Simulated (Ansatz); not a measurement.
# ScB (quintet): wave-function methods side by side, def2-SVP

How much of the correlation energy of ScB (quintet) does each wave-function method recover here?

The runs use Ansatz 0.2.0, Gaussian basis; def2-SVP, core rule «outside noble gas», up to 10 orbitals frozen.

The runs, in order: UHF; CCSD(T) on ROHF; CCSD(T) on UHF; CISD; CCSDT(Q) on ROHF; CCSDT(Q) on UHF; Full CI.

24 further runs of the same task are left out: 10 for a known fault of the program, 4 that didn't finish, 10 set aside as unsound or not needed.

### Step 1. What is computed

The geometry is a PBE0/def2-TZVP stationary point (not a proven minimum) of the parent state, kept for this charge and spin.

2 atoms, charge 0, spin multiplicity 5.

Atoms are counted from 1 here; the program's logs count them from 0.

Bond lengths: Sc1–B2 2.134 Å.

### Step 2. UHF

in.yaml reads:

```yaml
crystal:
  periodic: [false, false, false]
  atoms:
    - {symbol: Sc, position_ang: [0.000000, 0.000000, 0.000000]}
    - {symbol: B, position_ang: [0.000000, 0.000000, 2.134400]}
basis:
  gaussian: {orbitals: def2-SVP}
magnetization: {spin_polarized: true, initial_magnetization: 4}
hamiltonian: {xc: hf}
output: {orbitals: {seedname: orbitals}}
```

Launch:

```console
ansatz run in.yaml --threads 1 --pin off --events-out ev --progress --plain --max-ram 2393MiB
```

The runs that follow: CCSD(T) on ROHF; CCSD(T) on UHF; CISD; CCSDT(Q) on ROHF; CCSDT(Q) on UHF; Full CI.

**Question.** What will the summary of the whole plan be? Wanted: FCI below the RHF energy; RMP2 from FCI; UMP2 from FCI; RCCSD from FCI; RCCSD(T) from FCI; UCCSD(T) from FCI; RCCSDT(Q) from FCI; UCCSDT(Q) from FCI; T1 diagnostic.

**Answer**, as computed:

| quantity | value |
| --- | --- |
| FCI below the RHF energy | -3.3616 eV |
| RMP2 from FCI | +968.8 meV |
| UMP2 from FCI | +1337.6 meV |
| RCCSD from FCI | +366.9 meV |
| RCCSD(T) from FCI | +85.3 meV |
| UCCSD(T) from FCI | +110.2 meV |
| RCCSDT(Q) from FCI | +2.7 meV |
| UCCSDT(Q) from FCI | -22.5 meV |
| levels within 1 kcal/mol (43 meV) | RCCSDT, UCCSDT, RCCSDT(Q), UCCSDT(Q) |
| T1 diagnostic | 0.075 |
| effectively unpaired electrons | 4.07 |

RCCSD(T) misses by +85.3 meV, 2.5 % of the correlation energy. CCSD(T) misses by +85.3 meV on the restricted determinant and by +110.2 meV on the unrestricted one; the two need not hold the same state or core. UCCSDT(Q) falls below full CI: unrestricted runs freeze a spin-polarised core, another one than full CI's, and coupled cluster isn't variational. The occupations are near whole numbers, but T1 = 0.075 shows that the orbitals relax strongly. Coupled cluster took another determinant than the lowest Hartree-Fock one. These misses are within one basis, not against nature; the frozen cores of restricted and unrestricted runs differ, which can shift their rows.
